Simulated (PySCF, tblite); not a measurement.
# C2H12NPSi2: dynamics, then NMR shifts on frames, part 2 of 2

tblite 0.8.0 and PySCF 2.14.0. Atoms count from 0.

## Step 5: Nuclear shieldings: 625 fs, PBE0/pcSseg-1

The job: settings as JSON, then the geometry in Å.

```
{"job": {"kind": "nmr", "xc": "PBE0", "basis": "pcSseg-1", "pop": false}, "charge": 0, "multiplicity": 1}
C     -2.467300    -0.414000     1.115900
N     -1.383200    -0.409100     0.162000
Si    -0.455000    -1.808100    -0.063800
P      0.876600    -1.357800    -1.744900
Si     2.775800    -0.601200    -0.884300
C      2.692600     0.950200     0.213200
H     -3.419200    -0.546400     0.547200
H     -2.323200    -1.141900     1.856900
H     -2.521800     0.582800     1.529000
H     -1.588400     0.278600    -0.576300
H     -1.250000    -3.013500    -0.331600
H      0.150700    -1.948600     1.289600
H      1.457800    -2.587500    -1.822900
H      3.696100    -0.277600    -1.953300
H      3.333600    -1.753800    -0.144900
H      3.461100     1.691500    -0.098800
H      1.770700     1.498600     0.196700
H      2.920300     0.752200     1.286900
```

Level: GIAO PBE0/pcSseg-1 NMR shielding, non-relativistic, gas phase.

The program printed:

```text
coarse grid: 15552 points
cycle   1  E = -1057.8581083151  dE =  2.987e-01  |g| = 4.742e-01  |ddm| = 3.676e+00
cycle   2  E = -1057.8253312200  dE =  3.278e-02  |g| = 6.084e-01  |ddm| = 1.081e+00
cycle   3  E = -1057.9113246547  dE = -8.599e-02  |g| = 6.939e-02  |ddm| = 6.894e-01
cycle   4  E = -1057.9122582952  dE = -9.336e-04  |g| = 2.635e-02  |ddm| = 9.217e-02
cycle   5  E = -1057.9124117896  dE = -1.535e-04  |g| = 4.949e-03  |ddm| = 2.558e-02
cycle   6  E = -1057.9124174375  dE = -5.648e-06  |g| = 1.571e-03  |ddm| = 6.479e-03
final grid: 133656 points
cycle   7  E = -1057.9435891366  dE = -2.274e-05  |g| = 8.303e-03  |ddm| = 2.451e-02
cycle   8  E = -1057.9435782641  dE =  1.087e-05  |g| = 1.057e-02  |ddm| = 1.866e-02
cycle   9  E = -1057.9436064775  dE = -2.821e-05  |g| = 8.325e-04  |ddm| = 1.073e-02
cycle  10  E = -1057.9436066059  dE = -1.283e-07  |g| = 2.348e-04  |ddm| = 9.076e-04
cycle  11  E = -1057.9436066172  dE = -1.133e-08  |g| = 3.871e-05  |ddm| = 2.137e-04
cycle  12  E = -1057.9436066175  dE = -3.338e-10  |g| = 1.454e-05  |ddm| = 5.735e-05
converged SCF energy = -1057.9436066175

GIAO shielding tensors (ppm)
atom      isotropic    diamagn.    paramagn.     s11        s22        s33       span
  0 C      153.768     243.048     -89.280    129.010    143.679    188.616     59.606
  1 N      249.049     324.935     -75.886    207.760    242.779    296.608     88.848
  2 Si     383.852     882.196    -498.345    338.851    357.396    455.308    116.456
  3 P      645.889     970.177    -324.289    584.351    603.518    749.797    165.446
  4 Si     398.459     879.384    -480.924    358.721    396.574    440.083     81.362
  5 C      195.840     252.012     -56.172    191.677    193.751    202.092     10.415
  6 H       28.050      26.512       1.538     22.266     26.219     35.664     13.398
  7 H       29.930      29.739       0.191     26.085     27.909     35.796      9.712
  8 H       28.772      29.652      -0.880     22.978     27.079     36.258     13.280
  9 H       31.330      35.506      -4.176     21.406     32.686     39.898     18.492
 10 H       26.505      29.852      -3.347     22.734     24.634     32.146      9.413
 11 H       26.352      31.548      -5.197     23.812     24.788     30.455      6.643
 12 H       31.698      30.925       0.774     24.984     28.469     41.643     16.659
 13 H       27.478      28.740      -1.262     22.951     26.117     33.366     10.415
 14 H       26.890      28.708      -1.818     22.409     25.807     32.455     10.046
 15 H       30.751      27.640       3.111     25.531     27.591     39.130     13.599
 16 H       31.796      34.906      -3.111     26.372     30.738     38.277     11.905
 17 H       30.595      30.008       0.587     26.140     27.575     38.068     11.928
```

It took 31 s on 1 thread of Intel Xeon Platinum 8259CL at 2.50GHz, shared host; peak memory 0.86 GiB.

Key values: δ C0 33.2, C5 -8.9, N1 18.7, Si2 -34.7, H11 5.37, H10 5.21 ppm.

## Step 6: NMR shieldings: 800 fs, PBE0/pcSseg-1

The job: settings as JSON, then the geometry in Å.

```
{"job": {"kind": "nmr", "xc": "PBE0", "basis": "pcSseg-1", "pop": false}, "charge": 0, "multiplicity": 1}
C     -2.415200    -0.234200     1.207500
N     -1.435400    -0.299900     0.136000
Si    -0.450100    -1.704800    -0.173400
P      0.821600    -1.421900    -2.013900
Si     2.742500    -0.683800    -1.056200
C      2.437800     0.489300     0.453100
H     -3.374200    -0.766200     0.982500
H     -1.898500    -0.620000     2.066100
H     -2.710300     0.827900     1.364600
H     -1.770500     0.124100    -0.707600
H     -1.134200    -2.983900    -0.343100
H      0.299600    -1.940100     1.102700
H      1.160000    -2.764400    -2.159400
H      3.470800    -0.085000    -2.201700
H      3.516600    -1.835900    -0.553500
H      3.249300     0.496500     1.162400
H      2.256000     1.520400     0.193500
H      1.502800     0.207300     0.997000
```

Method: GIAO PBE0/pcSseg-1 NMR shielding, non-relativistic, gas phase.

The program printed:

```text
coarse grid: 15552 points
cycle   1  E = -1057.8727845864  dE =  1.152e-01  |g| = 4.504e-01  |ddm| = 3.656e+00
cycle   2  E = -1057.8436727566  dE =  2.911e-02  |g| = 5.747e-01  |ddm| = 9.600e-01
cycle   3  E = -1057.9206503113  dE = -7.698e-02  |g| = 7.056e-02  |ddm| = 6.093e-01
cycle   4  E = -1057.9216208484  dE = -9.705e-04  |g| = 2.788e-02  |ddm| = 9.329e-02
cycle   5  E = -1057.9217976244  dE = -1.768e-04  |g| = 4.516e-03  |ddm| = 2.741e-02
cycle   6  E = -1057.9218022984  dE = -4.674e-06  |g| = 1.571e-03  |ddm| = 6.049e-03
final grid: 133656 points
cycle   7  E = -1057.9534691912  dE = -2.211e-05  |g| = 8.524e-03  |ddm| = 2.810e-02
cycle   8  E = -1057.9534565635  dE =  1.263e-05  |g| = 1.099e-02  |ddm| = 1.921e-02
cycle   9  E = -1057.9534875901  dE = -3.103e-05  |g| = 9.088e-04  |ddm| = 1.145e-02
cycle  10  E = -1057.9534877491  dE = -1.590e-07  |g| = 2.421e-04  |ddm| = 9.615e-04
cycle  11  E = -1057.9534877615  dE = -1.235e-08  |g| = 4.186e-05  |ddm| = 2.414e-04
cycle  12  E = -1057.9534877619  dE = -4.120e-10  |g| = 1.565e-05  |ddm| = 6.411e-05
converged SCF energy = -1057.9534877619

GIAO shielding tensors (ppm)
atom      isotropic    diamagn.    paramagn.     s11        s22        s33       span
  0 C      150.455     242.408     -91.953    122.752    145.009    183.603     60.851
  1 N      249.110     324.365     -75.256    213.004    248.972    285.352     72.348
  2 Si     379.658     880.782    -501.124    313.338    358.612    467.023    153.684
  3 P      627.374     970.031    -342.657    543.356    609.695    729.072    185.717
  4 Si     400.940     878.809    -477.870    365.410    407.941    429.468     64.058
  5 C      193.636     256.164     -62.528    187.138    193.774    199.995     12.857
  6 H       28.242      26.102       2.140     23.061     26.105     35.559     12.498
  7 H       29.012      29.300      -0.288     24.419     27.478     35.138     10.719
  8 H       28.166      28.329      -0.163     22.958     26.268     35.273     12.316
  9 H       32.437      35.767      -3.331     22.274     32.952     42.085     19.811
 10 H       26.695      29.910      -3.214     22.413     25.316     32.357      9.944
 11 H       26.446      30.974      -4.528     23.901     25.698     29.740      5.839
 12 H       30.791      30.782       0.009     24.702     27.131     40.540     15.838
 13 H       26.871      27.618      -0.747     22.447     25.086     33.081     10.634
 14 H       27.013      28.194      -1.181     22.875     25.494     32.670      9.794
 15 H       31.504      29.685       1.819     26.585     27.811     40.115     13.530
 16 H       31.584      32.823      -1.239     27.526     27.984     39.243     11.717
 17 H       30.187      34.435      -4.248     23.938     29.291     37.332     13.395
```

It took 31 s on 1 thread of Intel Xeon Platinum 8259CL at 2.50GHz, shared host; peak memory 0.81 GiB.

Key values: δ C0 36.5, C5 -6.7, N1 18.6, Si2 -30.5, H11 5.27, H10 5.02 ppm.

## Step 7: Nuclear shieldings: 1000 fs, PBE0/pcSseg-1

The job: settings as JSON, then the geometry in Å.

```
{"job": {"kind": "nmr", "xc": "PBE0", "basis": "pcSseg-1", "pop": false}, "charge": 0, "multiplicity": 1}
C     -2.324800    -0.480500     1.069900
N     -1.077600    -0.504300     0.311600
Si    -0.462600    -1.888900    -0.535000
P      0.901500    -1.005900    -1.992500
Si     2.649100    -0.577300    -0.717300
C      2.465100     1.079800     0.137200
H     -3.019300     0.124000     0.586900
H     -2.695600    -1.501300     1.095900
H     -2.228200    -0.037400     2.113400
H     -0.683600     0.388800     0.118500
H     -1.472200    -2.744100    -1.088100
H      0.145600    -2.728000     0.476300
H      1.300900    -2.149000    -2.636300
H      3.671600    -0.431800    -1.779900
H      2.696700    -1.662400     0.278500
H      3.447400     1.540500     0.344600
H      1.945600     1.827300    -0.458300
H      1.961200     0.899600     1.083000
```

With the program's defaults for keys left out, this is: GIAO PBE0/pcSseg-1 NMR shielding, non-relativistic, gas phase.

The program printed:

```text
coarse grid: 15552 points
cycle   1  E = -1057.8569402997  dE =  3.095e-01  |g| = 4.699e-01  |ddm| = 3.690e+00
cycle   2  E = -1057.8260493458  dE =  3.089e-02  |g| = 5.982e-01  |ddm| = 1.035e+00
cycle   3  E = -1057.9096818374  dE = -8.363e-02  |g| = 6.932e-02  |ddm| = 6.448e-01
cycle   4  E = -1057.9106108709  dE = -9.290e-04  |g| = 2.752e-02  |ddm| = 9.267e-02
cycle   5  E = -1057.9107793775  dE = -1.685e-04  |g| = 4.594e-03  |ddm| = 2.752e-02
cycle   6  E = -1057.9107844205  dE = -5.043e-06  |g| = 1.492e-03  |ddm| = 6.840e-03
final grid: 133656 points
cycle   7  E = -1057.9420477925  dE = -2.645e-05  |g| = 8.319e-03  |ddm| = 2.960e-02
cycle   8  E = -1057.9420373399  dE =  1.045e-05  |g| = 1.052e-02  |ddm| = 1.827e-02
cycle   9  E = -1057.9420650516  dE = -2.771e-05  |g| = 8.886e-04  |ddm| = 1.062e-02
cycle  10  E = -1057.9420652028  dE = -1.511e-07  |g| = 2.242e-04  |ddm| = 8.968e-04
cycle  11  E = -1057.9420652134  dE = -1.062e-08  |g| = 3.886e-05  |ddm| = 2.183e-04
cycle  12  E = -1057.9420652137  dE = -3.247e-10  |g| = 1.404e-05  |ddm| = 5.492e-05
converged SCF energy = -1057.9420652137

GIAO shielding tensors (ppm)
atom      isotropic    diamagn.    paramagn.     s11        s22        s33       span
  0 C      151.942     240.523     -88.582    124.210    143.584    188.031     63.821
  1 N      261.575     328.418     -66.843    205.960    263.388    315.377    109.417
  2 Si     373.400     882.231    -508.831    328.862    347.282    444.056    115.193
  3 P      636.992     971.714    -334.721    561.651    604.116    745.210    183.559
  4 Si     395.666     880.408    -484.741    342.424    396.264    448.310    105.886
  5 C      193.456     254.276     -60.820    188.182    194.006    198.181      9.998
  6 H       29.736      29.589       0.147     23.984     27.909     37.316     13.331
  7 H       29.258      28.159       1.098     24.670     27.379     35.724     11.055
  8 H       28.071      27.356       0.714     22.843     25.858     35.511     12.667
  9 H       33.304      39.581      -6.277     22.391     34.176     43.346     20.954
 10 H       26.882      30.690      -3.808     23.654     24.774     32.217      8.563
 11 H       26.794      31.344      -4.550     23.704     24.809     31.870      8.167
 12 H       31.444      31.561      -0.117     25.181     27.080     42.070     16.889
 13 H       26.565      28.524      -1.958     22.077     25.100     32.519     10.442
 14 H       26.658      28.925      -2.267     22.728     25.415     31.831      9.103
 15 H       30.721      27.622       3.099     25.690     27.294     39.179     13.489
 16 H       31.463      32.882      -1.419     26.628     29.964     37.795     11.167
 17 H       31.337      33.583      -2.247     26.364     29.816     37.831     11.467
```

Run time: 31 s. Hardware: 1 thread of Intel Xeon Platinum 8259CL at 2.50GHz, shared host; peak memory 0.86 GiB.

This run: δ C0 35.0, C5 -6.5, N1 6.2, Si2 -24.2, H13 5.15, H14 5.06 ppm.

## Step 8: Comparing the runs: NMR shifts

Shifts (ppm) of some atoms, chosen among heavy atoms and hydrogens apart, with basis size and wall time:

| frame | C5 | H6 | H9 | N1 | Si2 | Si4 | P3 | functions | time |
| --- | --- | --- | --- | --- | --- | --- | --- | --- | --- |
| 250 fs | -2.9 | 2.82 | 1.11 | 12.6 | -43.3 | -46.0 | -293.2 | 183 | 32 s |
| 425 fs | -0.3 | 3.41 | 1.25 | 20.2 | -25.3 | -36.3 | -329.4 | 183 | 32 s |
| 625 fs | -8.9 | 3.67 | 0.39 | 18.7 | -34.7 | -49.3 | -327.5 | 183 | 31 s |
| 800 fs | -6.7 | 3.48 | -0.72 | 18.6 | -30.5 | -51.8 | -309.0 | 183 | 31 s |
| 1000 fs | -6.5 | 1.98 | -1.59 | 6.2 | -24.2 | -46.5 | -318.6 | 183 | 31 s |

## Step 9: Summary of results

This closing draws on all 2 parts.

| quantity | value |
| --- | --- |
| thermostat | 200 K |
| mean temperature, second half | 174 K |
| mean potential energy above the minimum | 0.39 eV |
| ¹³C shifts against TMS (PBE0/pcSseg-1, 250 fs) | 32.0, -2.9 ppm |
| ¹H shifts against TMS (PBE0/pcSseg-1, 250 fs) | 5.72, 5.23, 5.00, 4.58, 3.75, 2.82, 2.12, 1.11, 1.04, 0.85, 0.71, 0.71 ppm |
| ¹⁵N shifts against NH3 (PBE0/pcSseg-1, 250 fs) | 12.6 ppm |
| ²⁹Si shifts against TMS (PBE0/pcSseg-1, 250 fs) | -43.3, -46.0 ppm |
| ³¹P shifts against H3PO4 (PBE0/pcSseg-1, 250 fs) | -293.2 ppm |
| range of the shift of P3 | -329.4 to -293.2 ppm |

In the second half the potential energy averages 0.39 eV above the minimum; equipartition over 48 harmonic modes at 200 K would give 0.41 eV. With 18 atoms the temperature swings widely (95 to 256 K). Shifts at one fixed geometry are not the observed spectrum, which averages over the motion. In the first frame run (250 fs): The largest span, 149 ppm, is at P3, where the paramagnetic term is -359 ppm. In ppm, P3 moves most: its shift spreads over 36.3 ppm, from -329.4 (425 fs) to -293.2 (250 fs).
